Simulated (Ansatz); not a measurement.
# Si16O: the cost of one run

Program: Ansatz 0.2.0. Level of theory: DFT PBEsol, plane waves, PAW, scalar-relativistic, collinear spin. These are calculated values, not measurements.

## Step 1: The structure to begin with

The cell holds 17 atoms (OSi16): a = 7.679 Å, b = 7.679 Å, c = 7.679 Å, α = 60.00°, β = 60.00°, γ = 60.00°.

Its coordinates follow in the input file.

## Step 2: Preparing the start

Input file input.yaml:

```yaml
crystal:
  lattice:
    - [0.0, 5.43, 5.43]
    - [5.43, 0.0, 5.43]
    - [5.43, 5.43, 0.0]
  atoms:
    - { symbol: Si, position: [0.0, 0.0, 0.0] }
    - { symbol: Si, position: [0.125, 0.125, 0.125] }
    - { symbol: Si, position: [0.0, 0.0, 0.5] }
    - { symbol: Si, position: [0.125, 0.125, 0.625] }
    - { symbol: Si, position: [0.0, 0.5, 0.0] }
    - { symbol: Si, position: [0.125, 0.625, 0.125] }
    - { symbol: Si, position: [0.0, 0.5, 0.5] }
    - { symbol: Si, position: [0.125, 0.625, 0.625] }
    - { symbol: Si, position: [0.5, 0.0, 0.0] }
    - { symbol: Si, position: [0.625, 0.125, 0.125] }
    - { symbol: Si, position: [0.5, 0.0, 0.5] }
    - { symbol: Si, position: [0.625, 0.125, 0.625] }
    - { symbol: Si, position: [0.5, 0.5, 0.0] }
    - { symbol: Si, position: [0.625, 0.625, 0.125] }
    - { symbol: Si, position: [0.5, 0.5, 0.5] }
    - { symbol: Si, position: [0.625, 0.625, 0.625] }
    - { symbol: O, position: [0.0590287, 0.8117763, 0.3189094], spin: 1.0 }
magnetization:
  spin_polarized: true
basis:
  ecutwfc: 420.0
kpoints:
  mp_grid: { grid: [2, 2, 2] }
hamiltonian:
  xc: pbesol
  pseudopotentials: { kind: paw, azcp: { folder: soft_1 } }
scf:
  occupations: { method: fermi_dirac, width: 0.05 }
  lower_state_search: "off"
relax:
  f_tol: 0.08
  max_steps: 25
  adjacent_minimum: "off"
```

Started as:

```console
ansatz run input.yaml --threads 1 --pin off --max-ram 3072MiB --backend cpu --events-out ev --progress --plain --runs-dir out
```

Q: Estimate wall time and peak memory on 1 thread of Intel Xeon Platinum 8259CL at 2.50GHz (Skylake/Cascade Lake), shared host.

About 3 min, with a peak of 0.74 GiB.
